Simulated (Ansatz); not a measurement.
# C3H9ClOSi: basis-set convergence

How large a basis does C3H9ClOSi need? Two functionals are run in growing sets.

Method: one geometry, several basis sets; program: Ansatz 0.2.0, Gaussian basis.

Levels to be run: PBE0-D4/def2-SVP; ωB97M-V/def2-SVP; PBE0-D4/def2-QZVPP; the functionals' def2-TZVPP values are taken from earlier runs.

1 further run of the same task is left out (it didn't finish).

### 1 Structure used throughout

All runs share one geometry, relaxed beforehand with PBE0-D4 in a triple-zeta def2 set.

SMILES `CC[SiH](Cl)OC`, 15 atoms, charge 0, spin multiplicity 1.

Atoms are counted from 1 here; the program's logs count them from 0.

Bond lengths: C1–C2 1.526 Å, C1–H7 1.093 Å, C1–H8 1.092 Å, C1–H9 1.092 Å, C2–Si3 1.852 Å, C2–H10 1.096 Å, C2–H11 1.095 Å, Si3–Cl4 2.068 Å, Si3–O5 1.630 Å, Si3–H12 1.486 Å, O5–C6 1.411 Å, C6–H13 1.094 Å, C6–H14 1.091 Å, C6–H15 1.096 Å. Angles: C2–C1–H7 111.6°, C2–C1–H8 111.3°, C2–C1–H9 111.2°, H7–C1–H8 107.4°, H7–C1–H9 107.4°, H8–C1–H9 107.7°, C1–C2–Si3 113.9°, C1–C2–H10 110.8°, C1–C2–H11 110.9°, Si3–C2–H10 106.9°, Si3–C2–H11 107.6°, H10–C2–H11 106.2°, C2–Si3–Cl4 109.8°, C2–Si3–O5 108.3°, C2–Si3–H12 113.5°, Cl4–Si3–O5 109.7°, Cl4–Si3–H12 105.0°, O5–Si3–H12 110.5° and more.

### 2 PBE0-D4 in def2-SVP

in.yaml

```yaml
crystal:
  periodic: [false, false, false]
  atoms:
    - {symbol: C, position_ang: [-1.768758, -0.665182, 1.759134]}
    - {symbol: C, position_ang: [-1.187638, 0.331537, 0.760146]}
    - {symbol: Si, position_ang: [0.356556, -0.258190, -0.075520]}
    - {symbol: Cl, position_ang: [-0.033398, -1.998287, -1.123695]}
    - {symbol: O, position_ang: [0.857666, 0.902491, -1.104655]}
    - {symbol: C, position_ang: [2.004063, 0.805201, -1.921008]}
    - {symbol: H, position_ang: [-1.053097, -0.906030, 2.549585]}
    - {symbol: H, position_ang: [-2.043552, -1.602120, 1.269832]}
    - {symbol: H, position_ang: [-2.664856, -0.266306, 2.239494]}
    - {symbol: H, position_ang: [-0.941878, 1.279317, 1.252850]}
    - {symbol: H, position_ang: [-1.916212, 0.572256, -0.020939]}
    - {symbol: H, position_ang: [1.442727, -0.617248, 0.873140]}
    - {symbol: H, position_ang: [1.869607, 0.044139, -2.695524]}
    - {symbol: H, position_ang: [2.162304, 1.772161, -2.400361]}
    - {symbol: H, position_ang: [2.894567, 0.555561, -1.333282]}
basis:
  gaussian: {orbitals: def2-SVP}
hamiltonian: {xc: pbe0, dispersion: d4}
output: {orbitals: {seedname: orbitals}}
```

Further steps of the session: ωB97M-V in def2-SVP; PBE0-D4 in def2-QZVPP.

Before running them: what should the planned runs give, taken together? Wanted: PBE0-D4: double and triple zeta above quadruple.

The runs gave:

| quantity | value |
| --- | --- |
| PBE0-D4: double and triple zeta above quadruple | 14.26, 0.95 eV |

What this shows: For PBE0-D4 the step from double to triple zeta gains 13.30 eV and the next only 0.95 eV. These are total energies; as a rule much of such shifts cancels in differences, which this series doesn't test.
